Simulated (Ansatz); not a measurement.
# ClH4InO2Si: one species, many methods

The task here is to estimate one member of a computed series from the others.

Program: Ansatz 0.2.0, Gaussian basis. Level of theory: functionals in def2-TZVPP, the program's frozen cores in correlated methods. These are calculated values, not measurements.

Plan: LDA (SPW92), PBE-D4, revPBE-D4, BLYP-D4, r2SCAN-D4, B97M-V, PBE0-D4, B3LYP-D4, r2SCANh-D4, r2SCAN0-D4, HSE06-D4, BHLYP-D4, CAM-B3LYP-D4, LC-ωPBE, ωB97X-V, ωB97M-V, B2PLYP, PBE-QIDH; CCSD(T)/def2-SVP; CCSD(T)/def2-TZVPP; MP2/def2-QZVPP; extrapolation to the limit; RPA on PBE.

## Structure used throughout

The geometry comes from an earlier relaxation with PBE0-D4 in a triple-zeta def2 set; it is a stationary point, not always the lowest conformer. In takes the def2 core potential; no spin-orbit term is included.

SMILES `[OH][In]([Cl])[O][SiH3]`, 9 atoms, charge 0, spin multiplicity 1.

Atoms are counted from 1 here; the program's logs count them from 0.

Bond lengths: O1–In2 1.964 Å, O1–H6 0.962 Å, In2–Cl3 2.285 Å, In2–O4 1.968 Å, O4–Si5 1.632 Å, Si5–H7 1.497 Å, Si5–H8 1.487 Å, Si5–H9 1.487 Å. Angles: In2–O1–H6 111.2°, O1–In2–Cl3 122.8°, O1–In2–O4 118.9°, Cl3–In2–O4 118.3°, In2–O4–Si5 133.7°, O4–Si5–H7 110.7°, O4–Si5–H8 110.4°, O4–Si5–H9 110.5°, H7–Si5–H8 108.0°, H7–Si5–H9 108.0°, H8–Si5–H9 109.2°.

Geometry (Å):

```xyz
9
charge 0, multiplicity 1
O     1.9299    1.6454    0.0197
In    1.6613   -0.2878    0.2367
Cl    3.3823   -1.7397    0.6282
O    -0.1631   -1.0138    0.1105
Si   -1.6273   -0.3425   -0.1509
H     1.0955    2.0975   -0.1384
H    -1.5062    1.1381   -0.3356
H    -2.2465   -0.9092   -1.3781
H    -2.5259   -0.5881    1.0079
```

The first run:

Input file in.yaml:

```yaml
crystal:
  periodic: [false, false, false]
  atoms:
    - {symbol: O, position_ang: [1.929901, 1.645376, 0.019724]}
    - {symbol: In, position_ang: [1.661260, -0.287776, 0.236716]}
    - {symbol: Cl, position_ang: [3.382305, -1.739672, 0.628160]}
    - {symbol: O, position_ang: [-0.163136, -1.013763, 0.110527]}
    - {symbol: Si, position_ang: [-1.627260, -0.342513, -0.150883]}
    - {symbol: H, position_ang: [1.095470, 2.097538, -0.138410]}
    - {symbol: H, position_ang: [-1.506179, 1.138143, -0.335642]}
    - {symbol: H, position_ang: [-2.246451, -0.909201, -1.378095]}
    - {symbol: H, position_ang: [-2.525910, -0.588131, 1.007903]}
basis:
  gaussian: {orbitals: def2-TZVPP}
hamiltonian: {xc: lda}
output: {orbitals: {seedname: orbitals}}
```

Command:

```console
ansatz run in.yaml --threads 4 --pin off --events-out ev --progress --plain --max-ram 10444MiB
```

Among the steps run: LDA; PBE-D4 (GGA); revPBE-D4 (GGA); BLYP-D4 (GGA); r2SCAN-D4 (meta-GGA); B97M-V (meta-GGA); PBE0-D4 (hybrid); B3LYP-D4 (hybrid); r2SCANh-D4 (hybrid); r2SCAN0-D4 (hybrid); HSE06-D4 (hybrid); BHLYP-D4 (hybrid); CAM-B3LYP-D4 (range-separated); LC-ωPBE (range-separated); ωB97X-V (range-separated); ωB97M-V (range-separated); B2PLYP (double hybrid); PBE-QIDH (double hybrid).

One table of the session follows, with a row left open; its other results are not shown here.

It belongs to the step «Frontier levels by functional». 

| functional | HOMO (eV) | LUMO (eV) | gap (eV) |
| --- | --- | --- | --- |
| LDA (SPW92) | -7.39 | -3.71 | 3.69 |
| PBE-D4 | ? | ? | ? |
| revPBE-D4 | -7.20 | -3.24 | 3.96 |
| BLYP-D4 | -7.16 | -3.34 | 3.82 |
| r2SCAN-D4 | -7.62 | -3.15 | 4.46 |
| B97M-V | -7.70 | -3.28 | 4.42 |
| PBE0-D4 | -8.72 | -2.46 | 6.26 |
| B3LYP-D4 | -8.50 | -2.79 | 5.71 |
| r2SCANh-D4 | -8.16 | -2.82 | 5.34 |
| r2SCAN0-D4 | -8.97 | -2.33 | 6.64 |
| HSE06-D4 | -8.32 | -2.83 | 5.49 |
| BHLYP-D4 | -10.12 | -1.58 | 8.54 |
| CAM-B3LYP-D4 | -10.16 | -1.51 | 8.66 |
| LC-ωPBE | -11.53 | -0.15 | 11.38 |
| ωB97X-V | -11.18 | -0.36 | 10.82 |
| ωB97M-V | -11.04 | -0.53 | 10.51 |

**Question.** Estimate the row for PBE-D4.

The run gave: HOMO (eV): -7.25; LUMO (eV): -3.38; gap (eV): 3.88. In the column «HOMO (eV)» it lies between LDA (SPW92) (-7.39) and revPBE-D4 (-7.20).
